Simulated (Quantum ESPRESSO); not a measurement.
# SiO (F-43m) in Quantum ESPRESSO: further runs

The runs below take SiO through phonons, with PBE.

Everything below comes from runs of Quantum ESPRESSO 7.5. Logs are shortened: lines on timing, memory, paths and dates and some standing lists are left out, and cuts for length are marked.

## (1) The crystal as given

It takes space group F-43m (No. 216, cubic). The conventional cell has a = 4.867 Å, b = 4.867 Å, c = 4.867 Å, α = 90.00°, β = 90.00°, γ = 90.00°. Around Si (site symmetry -43m) lie 4 O at 2.11 Å. O (site symmetry -43m) is surrounded by 4 Si at 2.11 Å.

The cell was built by a generator and needn't be a form met in nature.

## (2) Phonons, PBE, target pressure -3 GPa, at which the enthalpy is minimised

pw.in reads:

```
&CONTROL
  calculation = 'scf'
  prefix = 'pwscf'
  outdir = './tmp'
  pseudo_dir = './pseudo'
  tprnfor = .true.
  tstress = .true.
  disk_io = 'low'
/
&SYSTEM
  ibrav = 0
  nat = 2
  ntyp = 2
  ecutwfc = 45
  ecutrho = 360
  nbnd = 10
  occupations = 'smearing'
  smearing = 'fd'
  degauss = 0.00367493
/
&ELECTRONS
  conv_thr = 4d-10
  electron_maxstep = 120
  mixing_beta = 0.5
/
ATOMIC_SPECIES
Si    28.0850 si_pbe_v1.uspp.F.UPF
O     15.9990 o_pbe_v1.2.uspp.F.UPF
CELL_PARAMETERS angstrom
   0.0000000000    2.4336400000    2.4336400000
   2.4336400000    0.0000000000    2.4336400000
   2.4336400000    2.4336400000    0.0000000000
ATOMIC_POSITIONS crystal
Si     0.7500000000    0.7500000000    0.7500000000
O      0.0000000000    0.0000000000    0.0000000000
K_POINTS automatic
6 6 6 1 1 1
```

relax.in reads:

```
&CONTROL
  calculation = 'vc-relax'
  prefix = 'pwscf'
  outdir = './tmp'
  pseudo_dir = './pseudo'
  tprnfor = .true.
  tstress = .true.
  disk_io = 'low'
  nstep = 40
  forc_conv_thr = 0.0001
  etot_conv_thr = 1d-06
/
&SYSTEM
  ibrav = 0
  nat = 2
  ntyp = 2
  ecutwfc = 45
  ecutrho = 360
  nbnd = 10
  occupations = 'smearing'
  smearing = 'fd'
  degauss = 0.00367493
/
&ELECTRONS
  conv_thr = 4d-10
  electron_maxstep = 120
  mixing_beta = 0.5
/
&IONS
  ion_dynamics = 'bfgs'
/
&CELL
  cell_dynamics = 'bfgs'
  press = -30
  press_conv_thr = 0.2
/
ATOMIC_SPECIES
Si    28.0850 si_pbe_v1.uspp.F.UPF
O     15.9990 o_pbe_v1.2.uspp.F.UPF
CELL_PARAMETERS angstrom
   0.0000000000    2.4336400000    2.4336400000
   2.4336400000    0.0000000000    2.4336400000
   2.4336400000    2.4336400000    0.0000000000
ATOMIC_POSITIONS crystal
Si     0.7500000000    0.7500000000    0.7500000000
O      0.0000000000    0.0000000000    0.0000000000
K_POINTS automatic
6 6 6 1 1 1
```

scf2.in reads:

```
&CONTROL
  calculation = 'scf'
  prefix = 'pwscf'
  outdir = './tmp'
  pseudo_dir = './pseudo'
  tprnfor = .true.
  tstress = .true.
  disk_io = 'low'
/
&SYSTEM
  ibrav = 0
  nat = 2
  ntyp = 2
  ecutwfc = 45
  ecutrho = 360
  nbnd = 10
  occupations = 'smearing'
  smearing = 'fd'
  degauss = 0.00367493
/
&ELECTRONS
  conv_thr = 1d-13
  electron_maxstep = 120
  mixing_beta = 0.5
  startingpot = 'file'
  startingwfc = 'file'
/
ATOMIC_SPECIES
Si    28.0850 si_pbe_v1.uspp.F.UPF
O     15.9990 o_pbe_v1.2.uspp.F.UPF
CELL_PARAMETERS angstrom
   0.0000000000    2.4791192893    2.4791192893
   2.4791192893    0.0000000000    2.4791192893
   2.4791192893    2.4791192893    0.0000000000
ATOMIC_POSITIONS crystal
Si     0.7500000000    0.7500000000    0.7500000000
O      0.0000000000    0.0000000000    0.0000000000
K_POINTS automatic
6 6 6 1 1 1
```

ph.in reads:

```
phonons of SiO
&INPUTPH
  prefix = 'pwscf'
  outdir = './tmp'
  tr2_ph = 1d-18
  fildyn = 'dyn'
  niter_ph = 90
  alpha_mix(1) = 0.4
/
0.0000000000 0.0000000000 0.0000000000
```

dynmat.in reads:

```
&INPUT
  fildyn = 'dyn'
  asr = 'crystal'
  filout = 'dynmat.disp'
  fileig = 'dynmat.eig'
/
```

Potentials or basis: GBRV 1.5 PBE.

Command:

```bash
> OMP_NUM_THREADS=1 pw.x -in pw.in > pw.out
> OMP_NUM_THREADS=1 pw.x -in relax.in > relax.out
> OMP_NUM_THREADS=1 pw.x -in scf2.in > scf2.out
> OMP_NUM_THREADS=1 ph.x -in ph.in > ph.out
> OMP_NUM_THREADS=1 dynmat.x -in dynmat.in > dynmat.out
```

pw.out:

```text
This program is part of the open-source Quantum ESPRESSO suite
     for quantum simulation of materials; please cite
[... 9 lines left out ...]
     --------------------
     sticks:   dense  smooth     PW     G-vecs:    dense   smooth      PW
     Sum        1045     517    163                22371     7823    1459

     Using Slab Decomposition

     bravais-lattice index     =            0
     lattice parameter (alat)  =       6.5038  a.u.
     unit-cell volume          =     194.5340 (a.u.)^3
     number of atoms/cell      =            2
     number of atomic types    =            2
     number of electrons       =        10.00
     number of Kohn-Sham states=           10
     kinetic-energy cutoff     =      45.0000  Ry
     charge density cutoff     =     360.0000  Ry
     scf convergence threshold =      4.0E-10
     mixing beta               =       0.5000
     number of iterations used =            8  plain     mixing
     Exchange-correlation= SLA  PW   PBE  PBE
                           (   1   4   3   4   0   0   0)

     celldm(1)=   6.503845  celldm(2)=   0.000000  celldm(3)=   0.000000
     celldm(4)=   0.000000  celldm(5)=   0.000000  celldm(6)=   0.000000

     crystal axes: (cart. coord. in units of alat)
               a(1) = (   0.000000   0.707107   0.707107 )
               a(2) = (   0.707107   0.000000   0.707107 )
               a(3) = (   0.707107   0.707107   0.000000 )

     reciprocal axes: (cart. coord. in units 2 pi/alat)
               b(1) = ( -0.707107  0.707107  0.707107 )
               b(2) = (  0.707107 -0.707107  0.707107 )
               b(3) = (  0.707107  0.707107 -0.707107 )

     PseudoPot. # 1 for Si read from file:
     si_pbe_v1.uspp.F.UPF
     Pseudo is Ultrasoft + core correction, Zval =  4.0
     Generated by new atomic code, or converted to UPF format
     Using radial grid of  899 points,  6 beta functions with:
                l(1) =   0
                l(2) =   0
                l(3) =   1
                l(4) =   1
                l(5) =   2
                l(6) =   2
     Q(r) pseudized with  8 coefficients,  rinner =    0.900   0.900   0.900
                                                       0.900   0.900

     PseudoPot. # 2 for O  read from file:
     o_pbe_v1.2.uspp.F.UPF
     Pseudo is Ultrasoft + core correction, Zval =  6.0
     Generated by new atomic code, or converted to UPF format
     Using radial grid of  737 points,  5 beta functions with:
                l(1) =   0
                l(2) =   0
                l(3) =   1
                l(4) =   1
                l(5) =   2
     Q(r) pseudized with  8 coefficients,  rinner =    0.900   0.900   0.900
                                                       0.900   0.900

     atomic species   valence    mass     pseudopotential
     Si                4.00    28.08500     Si( 1.00)
     O                 6.00    15.99900     O ( 1.00)

     24 Sym. Ops. (no inversion) found

   Cartesian axes

     site n.     atom                  positions (alat units)
         1        Si     tau(   1) = (   1.0606602   1.0606602   1.0606602  )
         2        O      tau(   2) = (   0.0000000   0.0000000   0.0000000  )

     number of k points=    28  Fermi-Dirac smearing, width (Ry)=  0.0037
                       cart. coord. in units 2pi/alat
        k(    1) = (   0.0589256   0.0589256   0.0589256), wk =   0.0185185
        k(    2) = (   0.1767767   0.1767767  -0.0589256), wk =   0.0555556
        k(    3) = (   0.2946278   0.2946278  -0.1767767), wk =   0.0555556
        k(    4) = (  -0.2946278  -0.2946278   0.4124790), wk =   0.0555556
        k(    5) = (  -0.1767767  -0.1767767   0.2946278), wk =   0.0555556
        k(    6) = (  -0.0589256  -0.0589256   0.1767767), wk =   0.0555556
[... 20 lines left out ...]
        k(   27) = (   0.2946278   0.2946278   0.2946278), wk =   0.0185185
        k(   28) = (  -0.2946278  -0.2946278   0.8838835), wk =   0.0555556

     Dense  grid:    22371 G-vectors     FFT dimensions: (  40,  40,  40)

     Smooth grid:     7823 G-vectors     FFT dimensions: (  27,  27,  27)

     Initial potential from superposition of free atoms

     starting charge       9.9993, renormalised to      10.0000
     Starting wfcs are    8 randomized atomic wfcs +    2 random wfcs

     Self-consistent Calculation

     iteration #  1     ecut=    45.00 Ry     beta= 0.50
     Davidson diagonalization with overlap
     ethr =  1.00E-02,  avg # of iterations =  5.3

     total energy              =     -41.61319112 Ry
     estimated scf accuracy    <       0.42758764 Ry
[... 64 lines left out ...]
     iteration # 11     ecut=    45.00 Ry     beta= 0.50
     Davidson diagonalization with overlap
     ethr =  2.05E-09,  avg # of iterations =  1.2

     End of self-consistent calculation

          k = 0.0589 0.0589 0.0589 (   959 PWs)   bands (ev):

   -13.4555   0.6304   2.0191   2.0191   2.7199  10.7758  11.1033  11.1033
    18.1298  18.1743

          k = 0.1768 0.1768-0.0589 (   976 PWs)   bands (ev):

   -13.2655  -0.6608   1.6446   1.9551   4.0897   9.8814  11.2459  11.2771
    16.7609  17.3822

          k = 0.2946 0.2946-0.1768 (   992 PWs)   bands (ev):

   -12.9484  -1.9100   1.3599   1.7307   5.1121   9.2955  11.0822  11.3624
    17.2207  17.2254

          k =-0.2946-0.2946 0.4125 (   993 PWs)   bands (ev):
[... 16 lines left out ...]
   -13.1772  -0.8959   1.5392   1.5556   4.7279   9.1454  11.5130  11.6357
    14.7033  19.4242

          k = 0.4125 0.1768-0.0589 (   997 PWs)   bands (ev):

   -12.9180  -1.6353   0.9072   1.3682   5.8775   8.4839  11.0677  11.9248
    14.6529  19.3238

          k =-0.1768-0.4125 0.5303 (   988 PWs)   bands (ev):
[... 6 lines left out ...]
   -12.8417  -1.8077   0.4997   1.4916   6.2225   8.8346  10.4242  11.7960
    15.8495  18.0050

          k = 0.0589-0.1768 0.2946 (   984 PWs)   bands (ev):

   -13.1066  -1.2230   1.2962   1.7431   4.9514   9.2706  11.1474  11.5325
    15.5632  18.2447

          k = 0.5303 0.0589 0.0589 (   998 PWs)   bands (ev):
[... 6 lines left out ...]
   -12.6513  -1.9388   0.3425   0.8081   6.7576   7.5979  11.4229  12.3927
    13.7623  18.9865

          k = 0.0589-0.4125 0.5303 (   995 PWs)   bands (ev):

   -12.6868  -1.8592  -0.0313   1.1254   7.0427   8.3478  10.3188  12.1303
    14.9479  18.5266

          k = 0.1768-0.2946 0.4125 (   994 PWs)   bands (ev):

   -12.8355  -2.0733   0.9521   1.5176   5.7544   9.0366  10.7259  11.5740
    16.3739  18.2851

          k =-0.6482 0.0589 0.0589 (   997 PWs)   bands (ev):

   -12.6548  -2.0436   0.6741   0.8652   6.1506   7.3380  12.2949  12.6706
    13.1442  18.3239

          k =-0.5303 0.1768-0.0589 (   997 PWs)   bands (ev):

   -12.7502  -1.8603   0.5617   1.0137   6.5500   7.8379  11.1548  12.2737
    14.0967  19.1461

          k =-0.4125 0.0589 0.0589 (  1000 PWs)   bands (ev):

   -12.9631  -1.4789   1.1658   1.2490   5.6553   8.1757  11.7650  12.0491
    13.6930  19.3769

          k = 0.1768 0.1768 0.1768 (   983 PWs)   bands (ev):
[... 31 lines left out ...]
   -12.6479  -1.8168   0.0903   0.6715   7.5047   7.9978  10.2805  12.2300
    14.4863  19.1324

          k =-0.7660 0.1768 0.1768 (   993 PWs)   bands (ev):

   -12.6632  -1.8926   0.0145   1.0886   6.8246   7.9499  11.0017  12.3208
    14.1141  19.3589

          k = 0.2946 0.2946 0.2946 (   990 PWs)   bands (ev):
[... 6 lines left out ...]
   -12.7818  -2.1325   0.6953   1.4912   6.0263   8.9683  10.5891  11.6187
    16.4766  18.0889

     the Fermi energy is     7.4691 ev

!    total energy              =     -41.79427720 Ry
     estimated scf accuracy    <          1.3E-10 Ry
     smearing contrib. (-TS)   =      -0.00053566 Ry
     internal energy E=F+TS    =     -41.79374154 Ry

     The total energy is F=E-TS. E is the sum of the following terms:
     one-electron contribution =     -11.91319198 Ry
     hartree contribution      =      11.61359148 Ry
     xc contribution           =     -11.38857595 Ry
     ewald contribution        =     -30.10556508 Ry

     convergence has been achieved in  11 iterations

     Forces acting on atoms (cartesian axes, Ry/au):

     atom    1 type  1   force =    -0.00000000   -0.00000000    0.00000000
     atom    2 type  2   force =     0.00000000    0.00000000    0.00000000

     Total force =     0.000000     Total SCF correction =     0.000000

     Computing stress (Cartesian axis) and pressure

          total   stress  (Ry/bohr**3)                   (kbar)     P=        3.26
   0.00002216  -0.00000000  -0.00000000            3.26       -0.00       -0.00
  -0.00000000   0.00002216   0.00000000           -0.00        3.26        0.00
  -0.00000000   0.00000000   0.00002216           -0.00        0.00        3.26

=------------------------------------------------------------------------------=
   JOB DONE.
=------------------------------------------------------------------------------=
```

scf2.out:

```text
This program is part of the open-source Quantum ESPRESSO suite
     for quantum simulation of materials; please cite
[... 9 lines left out ...]
     --------------------
     sticks:   dense  smooth     PW     G-vecs:    dense   smooth      PW
     Sum        1075     547    169                23589     8393    1471
[... 302 lines left out ...]
  -0.00020591  -0.00000000  -0.00000000          -30.29       -0.00       -0.00
  -0.00000000  -0.00020591  -0.00000000           -0.00      -30.29       -0.00
   0.00000000  -0.00000000  -0.00020591            0.00       -0.00      -30.29

=------------------------------------------------------------------------------=
   JOB DONE.
=------------------------------------------------------------------------------=
```

It took 2.2 min on 1 thread of Arm Neoverse V1, shared host; peak memory 0.14 GiB.

Results:

* Free energy: -568.6261 eV
* Relaxed volume: 15.24 Å³/atom
* Relaxed cell: a = 3.506 Å, b = 3.506 Å, c = 3.506 Å, α = 60.00°, β = 60.00°, γ = 60.00°
* Space group after relaxing (to 0.05 Å): F-43m (No. 216)
* Pressure after relaxing: -3.0 GPa
* Band gap on the k mesh: none (metal or under the smearing width)
* Highest phonon frequency at Γ: -1 cm⁻¹
* Most unstable mode: 256i cm⁻¹

The path:
```tsv
step	energy change (eV)	largest force (eV/Å)	pressure (GPa)	volume (Å³)
1	0.0000	0.0000	0.33	28.83
2	0.0007	0.0000	-0.75	29.32
3	0.0052	0.0000	-1.87	29.87
4	0.0139	0.0000	-2.95	30.45
5	0.0144	0.0000	-3.00	30.47
```

Final structure:
```yaml
crystal:
  lattice:
    - [0.00000, 2.47912, 2.47912]
    - [2.47912, 0.00000, 2.47912]
    - [2.47912, 2.47912, 0.00000]
  atoms:
    - { symbol: Si, position: [0.75000, 0.75000, 0.75000] }
    - { symbol: O, position: [0.00000, 0.00000, 0.00000] }
```

Levels at points of the mesh, in eV from the Fermi level:
| k point | band 1 | band 2 | band 3 | band 4 | band 5 | band 6 | band 7 | band 8 | band 9 | band 10 |
| --- | --- | --- | --- | --- | --- | --- | --- | --- | --- | --- |
| (0.08, 0.08, 0.08) | -20.30 | -6.59 | -4.97 | -4.97 | -4.44 | 3.28 | 3.60 | 3.60 | 10.31 | 10.73 |

Phonon frequencies in cm⁻¹ (negative: imaginary):
| q point | frequencies |
| --- | --- |
| (0.000, 0.000, 0.000) | -256 -256 -256 -1 -1 -1 |

Optical modes at Γ, degenerate ones joined:
```
cm⁻¹  components  symmetry     active in
256i           3        T2  IR and Raman
```

Caveat: the k mesh is coarse (spacing up to 0.37 Å⁻¹), so the values aren't converged; the mesh is thin for the phonons of a metal; some modes are imaginary; the cell is more than 3 GPa from zero pressure, which shifts response properties.

[end of part 1 of 4]
